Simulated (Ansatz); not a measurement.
CH2Cl3Ge, SMILES Cl[C](Cl)(Cl)[GeH2]: vertical spin-state energies, run with Ansatz 0.2.0 through its Python package.

`ch2cl3ge_spin.py`:
```python
"""Gap between spin states of CH2Cl3Ge at one geometry."""

import warnings

import ansatz as az
from ase import Atoms

BASIS = "6-31G*"
FUNCTIONAL = "r2SCAN"


def main() -> None:
    warnings.simplefilter("ignore", az.DeckWarning)

    atoms = Atoms(["Cl", "C", "Cl", "Cl", "Ge", "H", "H"], positions=[
        (-1.488, -0.9776, 1.3318),
        (-0.7551, -0.0115, 0.0317),
        (-1.5858, 1.5562, -0.0825),
        (-0.9115, -0.8792, -1.5121),
        (1.1272, 0.2798, 0.4232),
        (1.7639, 1.1206, -0.7125),
        (1.8492, -1.0883, 0.5205),
    ])
    system = az.Crystal.molecule_from_ase(atoms)

    calc = (
        system.calculation()
        .basis(gaussian=BASIS)
        .functional(FUNCTIONAL)
    )
    found = {}
    for unpaired in [1, 3]:
        report = calc.spin("collinear", total=unpaired).run().report
        s = unpaired / 2
        found[unpaired] = report["free_energy_ev"]
        print(f"2S+1 = {unpaired + 1}: E = {found[unpaired]:.5f} eV, <S^2> = {abs(report['mean_field']['state']['spin_squared']):.3f} (pure state {s * (s + 1):.2f})")
    lowest = min(found, key=found.get)
    for unpaired, e in found.items():
        print(f"multiplicity {unpaired + 1}: {96.485332 * (e - found[lowest]):.1f} kJ/mol above the lowest")


if __name__ == "__main__":
    main()
```

Which spin state is lowest at this geometry, and how far above lie the others?

In order: multiplicity 2 (+0.00 eV) and multiplicity 4 (+5.24 eV), all at the one geometry.

The run itself:

```console
$ python ch2cl3ge_spin.py
2S+1 = 2: E = -95141.55347 eV, <S^2> = 0.752 (pure state 0.75)
2S+1 = 4: E = -95136.31538 eV, <S^2> = 3.756 (pure state 3.75)
multiplicity 2: 0.0 kJ/mol above the lowest
multiplicity 4: 505.4 kJ/mol above the lowest
```

Total energies depend on the basis set; only differences at equal settings carry meaning. The geometry is a force-field or estimated start, not a minimum of this method, and the basis set is short of its limit. All parts are taken at fixed geometry, without zero-point energy. The species is open-shell (spin multiplicity 2). Timing: 59 s on 1 thread of Intel(R) Xeon(R) Processor @ 2.30GHz (shared host), peak memory 0.47 GiB.
